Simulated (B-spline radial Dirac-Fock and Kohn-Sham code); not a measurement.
**Inner shells of Ta⁶⁺**

What does theory give for Ta⁶⁺? The session works out its photoionisation cross sections and the widths and yields of its core holes.

Method: a free atom or ion on a radial basis; each step names its model; computed with B-spline radial Dirac-Fock and Kohn-Sham code, version 3.

## Step 1: The atom as given

The Ta⁶⁺ ion in the configuration [Xe] 4f13.

```yaml
nuclear_charge: 73
electrons: 67
mass_number: 181
nuclear_rms_radius: 5.3507 fm
```

Outer shells as boxes (Hund's rule, for the drawing alone; heavy ions are jj-coupled, and the calculation averages over the configuration):

```
[Xe] core
4f [↑↓][↑↓][↑↓][↑↓][↑↓][↑↓][↑ ]
```

## Step 2: Subshell cross sections

Model: independent-particle photoionisation: Dirac-Hartree-Slater potential of the initial state with a Latter tail for bound and continuum orbitals, all multipoles (length form near threshold, velocity form far above), thresholds from Dirac-Fock Delta-SCF.

The run's settings:

```ini
task = photo
Z = 73
charge = 6
configuration = 1s2 2s2 2p6 3s2 3p6 3d10 4s2 4p6 4d10 4f13 5s2 5p6
mass_number = 181
rms_radius = 5.3507  # fm
photon_energy = [21.22, 37.2, 150, 186.0, 233.0, 236.0, 600, 926.0, 979.0, 4000, 5414.7, 5750.0, 18700.0, 59318.2, 80000, 200000]  # eV
```

Main fields of the result record, rounded:

```text
{
  "status": "converged",
  "shells": ["K", "L1", "L2", "L3", "M1", "M2", "M3", "M4", "M5", "N1", "N2", "N3", "N4", "N5", "N6", "N7", "O1", "O2", "O3"],
  "occupation": [2.0, 2.0, 2.0, 4.0, 2.0, 2.0, 4.0, 4.0, 6.0, 2.0, 2.0, 4.0, 4.0, 6.0, 5.57, 7.43, 2.0, 2.0, 4.0],
  "threshold [eV]": [67507.9, 11786.8, 11235.2, 9979.46, 2814.26, 2571.4, 2297.55, 1892.73, 1834.34, 669.613, 568.788, 505.48, 339.311, 327.656, 120.436, 118.228, 163.772, 129.476, 119.132],
  "sigma [Mb]": [
    ["K", "-", "-", "-", "-", "-", "-", "-", "-", "-", "-", "-", "-", "-", "-", 0.00175, 0.000153],
    ["L1", "-", "-", "-", "-", "-", "-", "-", "-", "-", "-", "-", "-", 0.00434, 0.000354, 0.000171, 1.65e-05],
    ["L2", "-", "-", "-", "-", "-", "-", "-", "-", "-", "-", "-", "-", 0.00514, 0.000176, 7.03e-05, 4.26e-06],
    ["L3", "-", "-", "-", "-", "-", "-", "-", "-", "-", "-", "-", "-", 0.00748, 0.000205, 7.7e-05, 3.83e-06],
    ["M1", "-", "-", "-", "-", "-", "-", "-", "-", "-", 0.0175, 0.0107, 0.0097, 0.00102, 7.67e-05, 3.7e-05, 3.58e-06],
    ["M2", "-", "-", "-", "-", "-", "-", "-", "-", "-", 0.0252, 0.0148, 0.0132, 0.00091, 3.72e-05, 1.54e-05, 9.9e-07],
    ["M3", "-", "-", "-", "-", "-", "-", "-", "-", "-", 0.0523, 0.0283, 0.0249, 0.00137, 4.5e-05, 1.75e-05, 9.21e-07],
    ["M4", "-", "-", "-", "-", "-", "-", "-", "-", "-", 0.0544, 0.0217, 0.018, 0.000318, 3.9e-06, 1.21e-06, 3.53e-08],
    ["M5", "-", "-", "-", "-", "-", "-", "-", "-", "-", 0.0752, 0.0295, 0.0243, 0.000402, 4.45e-06, 1.34e-06, 3.6e-08],
    ["N1", "-", "-", "-", "-", "-", "-", "-", 0.047, 0.0441, 0.00511, 0.00296, 0.00265, 0.000256, 1.89e-05, 9.09e-06, 8.81e-07],
    ["N2", "-", "-", "-", "-", "-", "-", 0.0563, 0.0466, 0.0447, 0.00624, 0.00348, 0.00309, 0.000208, 8.72e-06, 3.62e-06, 2.36e-07],
    ["N3", "-", "-", "-", "-", "-", "-", 0.211, 0.136, 0.127, 0.012, 0.00636, 0.00558, 0.000307, 1.04e-05, 4.07e-06, 2.17e-07],
    ["N4", "-", "-", "-", "-", "-", "-", 0.259, 0.187, 0.174, 0.00904, 0.00387, 0.00325, 6.94e-05, 9.25e-07, 2.9e-07, 8.69e-09],
    ["N5", "-", "-", "-", "-", "-", "-", 0.41, 0.28, 0.26, 0.0124, 0.00522, 0.00437, 8.69e-05, 1.05e-06, 3.18e-07, 8.8e-09],
    ["N6", "-", "-", 2.49, 2.72, 2.51, 2.49, 0.633, 0.21, 0.18, 0.00148, 0.000449, 0.000352, 2.11e-06, 9.33e-09, 2.25e-09, 3.35e-11],
    ["N7", "-", "-", 3.49, 3.7, 3.37, 3.34, 0.82, 0.269, 0.23, 0.00185, 0.000556, 0.000436, 2.52e-06, 1.05e-08, 2.49e-09, 3.55e-11],
    ["O1", "-", "-", "-", 0.0817, 0.0678, 0.067, 0.021, 0.0114, 0.0105, 0.00101, 0.000582, 0.00052, 4.94e-05, 3.63e-06, 1.75e-06, 1.69e-07],
    ["O2", "-", "-", 0.0994, 0.0611, 0.043, 0.0423, 0.0163, 0.0101, 0.00945, 0.00106, 0.000591, 0.000523, 3.5e-05, 1.48e-06, 6.14e-07, 4.02e-08],
    ["O3", "-", "-", 0.223, 0.172, 0.138, 0.136, 0.046, 0.0255, 0.0235, 0.00201, 0.00106, 0.000929, 5.12e-05, 1.75e-06, 6.84e-07, 3.66e-08]
  ],
  "beta_dipole": [
    ["K", "-", "-", "-", "-", "-", "-", "-", "-", "-", "-", "-", "-", "-", "-", 1.95, 1.83],
    ["L1", "-", "-", "-", "-", "-", "-", "-", "-", "-", "-", "-", "-", 1.96, 1.94, 1.93, 1.79],
    ["L2", "-", "-", "-", "-", "-", "-", "-", "-", "-", "-", "-", "-", 1.43, 1.07, 0.94, 0.542],
    ["L3", "-", "-", "-", "-", "-", "-", "-", "-", "-", "-", "-", "-", 1.56, 1.1, 0.912, 0.205],
    ["M1", "-", "-", "-", "-", "-", "-", "-", "-", "-", 1.93, 1.94, 1.95, 1.96, 1.94, 1.93, 1.78],
    ["M2", "-", "-", "-", "-", "-", "-", "-", "-", "-", 1.52, 1.59, 1.59, 1.4, 1.01, 0.89, 0.521],
    ["M3", "-", "-", "-", "-", "-", "-", "-", "-", "-", 1.58, 1.66, 1.67, 1.53, 1.02, 0.842, 0.174],
    ["M4", "-", "-", "-", "-", "-", "-", "-", "-", "-", 1.24, 1.28, 1.27, 0.92, 0.381, 0.226, -0.292],
    ["M5", "-", "-", "-", "-", "-", "-", "-", "-", "-", 1.22, 1.21, 1.2, 0.798, 0.287, 0.134, -0.444],
    ["N1", "-", "-", "-", "-", "-", "-", "-", 1.87, 1.87, 1.95, 1.95, 1.95, 1.96, 1.94, 1.92, 1.78],
    ["N2", "-", "-", "-", "-", "-", "-", -0.218, 1.13, 1.21, 1.69, 1.66, 1.65, 1.39, 0.992, 0.879, 0.516],
    ["N3", "-", "-", "-", "-", "-", "-", 0.334, 1.17, 1.23, 1.74, 1.74, 1.73, 1.51, 1.01, 0.826, 0.166],
    ["N4", "-", "-", "-", "-", "-", "-", 0.243, 0.895, 0.949, 1.37, 1.32, 1.3, 0.887, 0.364, 0.212, -0.297],
    ["N5", "-", "-", "-", "-", "-", "-", 0.481, 1.03, 1.08, 1.29, 1.22, 1.2, 0.762, 0.27, 0.12, -0.449],
    ["N6", "-", "-", 0.491, 0.338, 0.355, 0.358, 0.815, 0.982, 0.997, 0.924, 0.834, 0.816, 0.459, 0.0857, -0.0508, -0.614],
    ["N7", "-", "-", 0.452, 0.333, 0.365, 0.369, 0.83, 0.988, 1.0, 0.901, 0.811, 0.793, 0.449, 0.101, -0.034, -0.595],
    ["O1", "-", "-", "-", 1.64, 1.73, 1.74, 1.88, 1.9, 1.91, 1.95, 1.95, 1.95, 1.96, 1.94, 1.92, 1.78],
    ["O2", "-", "-", 0.415, -0.0433, -0.0341, -0.0216, 1.23, 1.52, 1.54, 1.7, 1.67, 1.66, 1.38, 0.989, 0.876, 0.515],
    ["O3", "-", "-", -0.357, -0.186, 0.147, 0.167, 1.21, 1.46, 1.49, 1.76, 1.75, 1.74, 1.51, 1.0, 0.823, 0.165]
  ]
}
```

Rows start with the subshell; columns follow the photon energies; blanks lie below or just at threshold.

Summed over subshells:

| hν (eV) | total (kb) | K (%) | L (%) | M (%) | N (%) | O (%) |
| --- | --- | --- | --- | --- | --- | --- |
| 150.00 | 6310 | - | - | - | 94.9 | 5.1 |
| 186.00 | 6730 | - | - | - | 95.3 | 4.7 |
| 233.00 | 6130 | - | - | - | 95.9 | 4.1 |
| 236.00 | 6080 | - | - | - | 96.0 | 4.0 |
| 600.00 | 2470 | - | - | - | 96.6 | 3.4 |
| 926.00 | 1220 | - | - | - | 96.2 | 3.8 |
| 979.00 | 1100 | - | - | - | 96.1 | 3.9 |
| 4000.0 | 277 | - | - | 81.1 | 17.4 | 1.5 |
| 5414.7 | 130 | - | - | 80.7 | 17.6 | 1.7 |
| 5750.0 | 112 | - | - | 80.6 | 17.6 | 1.8 |
| 18700 | 22.1 | - | 76.9 | 18.2 | 4.2 | 0.6 |
| 59318 | 0.949 | - | 77.4 | 17.6 | 4.2 | 0.7 |
| 80000 | 2.17 | 81.0 | 14.7 | 3.3 | 0.8 | 0.1 |
| 200000 | 0.184 | 82.8 | 13.3 | 3.0 | 0.7 | 0.1 |

## Step 3: Widths and yields

Model: independent-particle rates: relativistic LDA orbitals of the hole state, multipoles to L = 3 (length form), Coulomb Auger matrix elements with a Latter-tail continuum; energies from Dirac-Fock.

Recorded inputs:

```ini
task = decay
holes = ["K", "L1", "L2", "L3", "M1", "M2", "M3", "M4", "M5", "N1", "N2", "N3", "N4", "N5"]
```

Main fields of the result record, rounded:

```text
{
  "status": "converged",
  "K": {
    "width_radiative": 35.247,
    "width_radiative_velocity": 36.038,
    "width_nonradiative": 1.5485,
    "coster_kronig": {},
    "radiative": [["L3", 57528.0, 17.85], ["L2", 56273.0, 10.233], ["M3", 65210.0, 3.666], ["M2", 64937.0, 1.8861], ["N3", 67002.0, 0.83924], ["N2", 66939.0, 0.43036]],
    "auger": [["L2L3", 46052.0, 0.36354], ["L1L2", 44276.0, 0.16732], ["L1L3", 45546.0, 0.15542], ["L3L3", 47319.0, 0.14954], ["L1L1", 43717.0, 0.1195], ["L2M3", 53884.0, 0.06806]]
  },
  "L1": {
    "width_radiative": 0.76777,
    "width_radiative_velocity": 0.77087,
    "width_nonradiative": 4.7551,
    "coster_kronig": {"L2": 0.85293, "L3": 2.0118},
    "radiative": [["M3", 9489.2, 0.31651], ["M2", 9215.4, 0.24821], ["N3", 11281.0, 0.082004], ["N2", 11218.0, 0.060834], ["L3", 1807.3, 0.014667], ["O3", 11668.0, 0.014505]],
    "auger": [["L3N5", 1442.3, 0.43945], ["L3N4", 1429.3, 0.35455], ["L3N7", 1658.0, 0.33565], ["M4M5", 7985.0, 0.31619], ["L3N6", 1655.6, 0.26797], ["L3N1", 1097.0, 0.25397]]
  },
  "L2": {
    "width_radiative": 1.2987,
    "width_radiative_velocity": 1.326,
    "width_nonradiative": 3.4556,
    "coster_kronig": {"L3": 0.67449},
    "radiative": [["M4", 9342.5, 1.0645], ["N4", 10896.0, 0.19673], ["M1", 8420.9, 0.027568], ["N1", 10566.0, 0.0068754], ["O1", 11071.0, 0.0013463], ["M3", 8937.6, 0.00088547]],
    "auger": [["M4M5", 7433.4, 0.64992], ["M2M3", 6303.1, 0.28589], ["L3N4", 877.74, 0.25707], ["M2M5", 6759.5, 0.23922], ["L3N2", 645.35, 0.19208], ["M3M4", 6978.1, 0.19035]]
  },
  "L3": {
    "width_radiative": 1.1683,
    "width_radiative_velocity": 1.1844,
    "width_nonradiative": 3.516,
    "coster_kronig": {},
    "radiative": [["M5", 8145.1, 0.84998], ["N5", 9651.8, 0.14954], ["M4", 8086.7, 0.096328], ["M1", 7165.2, 0.042133], ["N4", 9640.2, 0.016656], ["N1", 9309.8, 0.01018]],
    "auger": [["M4M5", 6177.7, 0.72429], ["M5M5", 6238.3, 0.47098], ["M3M5", 5785.4, 0.35568], ["M3M4", 5722.3, 0.2511], ["M3M3", 5321.9, 0.22678], ["M2M3", 5047.3, 0.17963]]
  },
  "M1": {
    "width_radiative": 0.027717,
    "width_radiative_velocity": 0.027088,
    "width_nonradiative": 14.87,
    "coster_kronig": {"M2": 2.1869, "M3": 8.2993, "M4": 1.4173, "M5": 1.9837},
    "radiative": [["N2", 2245.5, 0.010423], ["N3", 2308.8, 0.010151], ["M3", 516.71, 0.0027017], ["O3", 2695.1, 0.0020903], ["O2", 2684.8, 0.0020126], ["M2", 242.86, 0.00012916]],
    "auger": [["M3N7", 366.17, 3.4777], ["M3N6", 363.65, 2.7708], ["M2N7", 92.147, 0.88248], ["M3N5", 154.45, 0.85141], ["M5N1", 272.72, 0.67409], ["M2N6", 90.142, 0.66044]]
  },
  "M2": {
    "width_radiative": 0.028053,
    "width_radiative_velocity": 0.027623,
    "width_nonradiative": 10.797,
    "coster_kronig": {"M3": 0.93518, "M4": 7.4207, "M5": 1.3534},
    "radiative": [["N4", 2232.1, 0.019005], ["M4", 678.67, 0.0046586], ["N1", 1901.8, 0.0034743], ["O1", 2407.6, 0.00070364], ["N6", 2451.0, 0.00018782], ["N3", 2065.9, 1.9835e-05]],
    "auger": [["M4N7", 528.03, 2.8715], ["M4N6", 526.28, 1.8717], ["M4N3", 137.12, 0.86834], ["M5N2", 130.56, 0.85261], ["M4N2", 72.675, 0.75958], ["M3N7", 123.31, 0.38808]]
  },
  "M3": {
    "width_radiative": 0.029282,
    "width_radiative_velocity": 0.028882,
    "width_nonradiative": 8.5917,
    "coster_kronig": {"M4": 0.88853, "M5": 6.3952},
    "radiative": [["N5", 1969.9, 0.019333], ["N1", 1627.9, 0.0048507], ["N4", 1958.2, 0.002445], ["M5", 463.22, 0.0014154], ["O1", 2133.8, 0.00096319], ["N7", 2179.3, 0.00012782]],
    "auger": [["M5N7", 312.97, 2.3819], ["M5N6", 310.21, 1.9737], ["M5N5", 100.94, 0.85399], ["M5N4", 88.018, 0.61263], ["M4N7", 254.19, 0.28189], ["M5O3", 323.17, 0.23164]]
  },
  "M4": {
    "width_radiative": 0.032849,
    "width_radiative_velocity": 0.033217,
    "width_nonradiative": 1.6394,
    "coster_kronig": {},
    "radiative": [["N6", 1772.3, 0.030821], ["N2", 1323.9, 0.0015402], ["O2", 1763.3, 0.00026427], ["N3", 1387.2, 0.00018556], ["O3", 1773.6, 3.2089e-05], ["N4", 1553.4, 3.6422e-06]],
    "auger": [["N6N7", 1625.1, 0.28687], ["N4N5", 1194.6, 0.25506], ["N3N4", 1016.9, 0.14401], ["N4N7", 1405.5, 0.14032], ["N4N4", 1183.3, 0.12692], ["N5N6", 1415.1, 0.12239]]
  },
  "M5": {
    "width_radiative": 0.031106,
    "width_radiative_velocity": 0.031337,
    "width_nonradiative": 1.7061,
    "coster_kronig": {},
    "radiative": [["N7", 1716.1, 0.028204], ["N6", 1713.9, 0.0014439], ["N3", 1328.9, 0.0012386], ["O3", 1715.2, 0.00021403], ["N5", 1506.7, 3.8224e-06], ["N4", 1495.0, 1.0053e-06]],
    "auger": [["N6N7", 1566.7, 0.2487], ["N5N5", 1148.3, 0.20598], ["N5N7", 1359.8, 0.19229], ["N4N5", 1136.2, 0.18257], ["N7N7", 1568.9, 0.17062], ["N3N5", 972.27, 0.13401]]
  },
  "N1": {
    "width_radiative": 0.00093354,
    "width_radiative_velocity": 0.00084725,
    "width_nonradiative": 8.6252,
    "coster_kronig": {"N3": 5.3788, "N4": 0.7096, "N5": 1.0265, "N6": 0.74448, "N7": 0.6696},
    "radiative": [["N3", 164.13, 0.00045528], ["O2", 540.14, 0.00027301], ["O3", 550.48, 0.00015428], ["N2", 100.83, 5.0233e-05], ["N5", 341.96, 4.7677e-07], ["N4", 330.3, 2.6093e-07]],
    "auger": [["N3N7", 16.133, 1.8795], ["N3N6", 13.565, 1.4474], ["N3O3", 24.537, 1.1338], ["N3O2", 13.059, 0.91814], ["N5O1", 155.5, 0.38404], ["N7O1", 365.19, 0.33316]]
  },
  "N2": {
    "width_radiative": 0.0015283,
    "width_radiative_velocity": 0.0013855,
    "width_nonradiative": 11.117,
    "coster_kronig": {"N4": 8.4941, "N5": 1.3323, "N6": 0.71054, "N7": 0.4815},
    "radiative": [["N4", 229.48, 0.0012729], ["O1", 405.02, 0.00025343], ["N6", 448.35, 1.8113e-06], ["O3", 449.66, 2.0234e-07], ["N3", 63.308, 1.6052e-09], ["N5", 241.13, 2.9087e-11]],
    "auger": [["N4N7", 81.55, 4.5354], ["N4N6", 80.541, 2.1221], ["N4O3", 89.666, 0.76687], ["N4O1", 42.998, 0.61654], ["N5N6", 91.15, 0.59545], ["N4O2", 78.623, 0.45314]]
  },
  "N3": {
    "width_radiative": 0.00097311,
    "width_radiative_velocity": 0.00085786,
    "width_nonradiative": 8.0739,
    "coster_kronig": {"N4": 1.018, "N5": 5.6305, "N6": 0.61885, "N7": 0.69843},
    "radiative": [["N5", 177.82, 0.00059199], ["O1", 341.71, 0.00032711], ["N4", 166.17, 5.2691e-05], ["N7", 387.25, 9.3438e-07], ["N6", 385.04, 1.4979e-07], ["O2", 376.0, 1.2808e-07]],
    "auger": [["N5N7", 30.908, 1.9844], ["N5N6", 27.842, 1.7962], ["N5O3", 38.108, 1.0808], ["N5O2", 26.776, 0.76908], ["N7O3", 247.7, 0.42158], ["N4O3", 26.358, 0.40333]]
  },
  "N4": {
    "width_radiative": 0.0011851,
    "width_radiative_velocity": 0.001046,
    "width_nonradiative": 6.0603,
    "coster_kronig": {"N6": 5.7723, "N7": 0.23262},
    "radiative": [["N6", 218.88, 0.0010572], ["O2", 209.84, 0.00011168], ["O3", 220.18, 1.6163e-05], ["O1", 175.54, 6.1868e-09], ["N7", 221.08, 1.6245e-11], ["N5", 11.655, 8.8171e-12]],
    "auger": [["N6N7", 71.641, 3.2691], ["N6N6", 69.405, 1.0417], ["N6O3", 79.283, 0.59964], ["N6O1", 32.676, 0.47715], ["N6O2", 68.178, 0.38476], ["N7O2", 70.304, 0.10335]]
  },
  "N5": {
    "width_radiative": 0.0010592,
    "width_radiative_velocity": 0.00092742,
    "width_nonradiative": 5.7773,
    "coster_kronig": {"N6": 2.5154, "N7": 3.1962},
    "radiative": [["N7", 209.43, 0.0009148], ["O3", 208.52, 0.00010044], ["N6", 207.22, 4.3979e-05], ["O1", 163.88, 5.075e-09], ["O2", 198.18, 1.6039e-12]],
    "auger": [["N6N7", 59.985, 2.2647], ["N7N7", 62.221, 1.6863], ["N7O3", 69.874, 0.55943], ["N7O1", 23.235, 0.47565], ["N7O2", 58.649, 0.47477], ["N6O3", 67.627, 0.095461]]
  }
}
```

All in eV. For each hole the six strongest lines (shell, energy, width) and Auger groups (final holes, energy, width) are shown.

Widths (eV), yields and lifetimes:

| hole | radiative | Auger | Coster-Kronig | total | yield | lifetime (fs) |
| --- | --- | --- | --- | --- | --- | --- |
| K (1s) | 35.2 | 1.55 | 0 | 36.8 | 0.958 | 0.0179 |
| L1 (2s) | 0.768 | 1.89 | 2.86 | 5.52 | 0.139 | 0.119 |
| L2 (2p1/2) | 1.30 | 2.78 | 0.674 | 4.75 | 0.273 | 0.138 |
| L3 (2p3/2) | 1.17 | 3.52 | 0 | 4.68 | 0.249 | 0.141 |
| M1 (3s) | 0.0277 | 0.983 | 13.9 | 14.9 | 0.00186 | 0.0442 |
| M2 (3p1/2) | 0.0281 | 1.09 | 9.71 | 10.8 | 0.00259 | 0.0608 |
| M3 (3p3/2) | 0.0293 | 1.31 | 7.28 | 8.62 | 0.00340 | 0.0763 |
| M4 (3d3/2) | 0.0328 | 1.64 | 0 | 1.67 | 0.0196 | 0.394 |
| M5 (3d5/2) | 0.0311 | 1.71 | 0 | 1.74 | 0.0179 | 0.379 |
| N1 (4s) | 9.34e-04 | 0.0962 | 8.53 | 8.63 | 1.08e-04 | 0.0763 |
| N2 (4p1/2) | 0.00153 | 0.0989 | 11.0 | 11.1 | 1.37e-04 | 0.0592 |
| N3 (4p3/2) | 9.73e-04 | 0.108 | 7.97 | 8.07 | 1.21e-04 | 0.0815 |
| N4 (4d3/2) | 0.00119 | 0.0553 | 6.00 | 6.06 | 1.96e-04 | 0.109 |
| N5 (4d5/2) | 0.00106 | 0.0657 | 5.71 | 5.78 | 1.83e-04 | 0.114 |

Emission lines that fill the K hole:

```
  Kα2 56272.7      57.3 #############################
  Kα1 57528.5       100 ################################
  Kβ3 64936.5      10.6 ####################
  Kβ1 65210.4      20.5 ########################
Kβ2'' 66939.1      2.41 #############
 Kβ2' 67002.4      4.70 ################
 K-O2 67378.5     0.415 ####
 K-O3 67388.8     0.810 #######
```
(bars on a logarithmic scale, % of the strongest)

## Step 4: What came out

| quantity | value |
| --- | --- |
| total at 979.00 eV | 1100 kb |
| strongest subshell at 979.00 eV | N5 (4d5/2), 260 kb, β = 1.08 |
| K hole: width, yield | 36.8 eV, 0.958 |
| its lifetime | 0.0179 fs |
| its strongest line | Kα1 (K-L3), 57528.5 eV |

**Reading.** N5 (4d5/2) leads at 979.00 eV with 24 % of the total, and the K shell holds 83 % at 200000 eV. Under 200 eV, coupling between channels can change such values by tens of per cent. With a yield of 0.96, X-ray emission is the main way out for the K hole, in 0.018 fs. Coster-Kronig decay rules L1, M1, M2, M3, N1, N2, N3, N4 and N5, where this model's widths can be far from the measured ones. The Hartree-Fock and Dirac-Fock values hold no electron correlation.
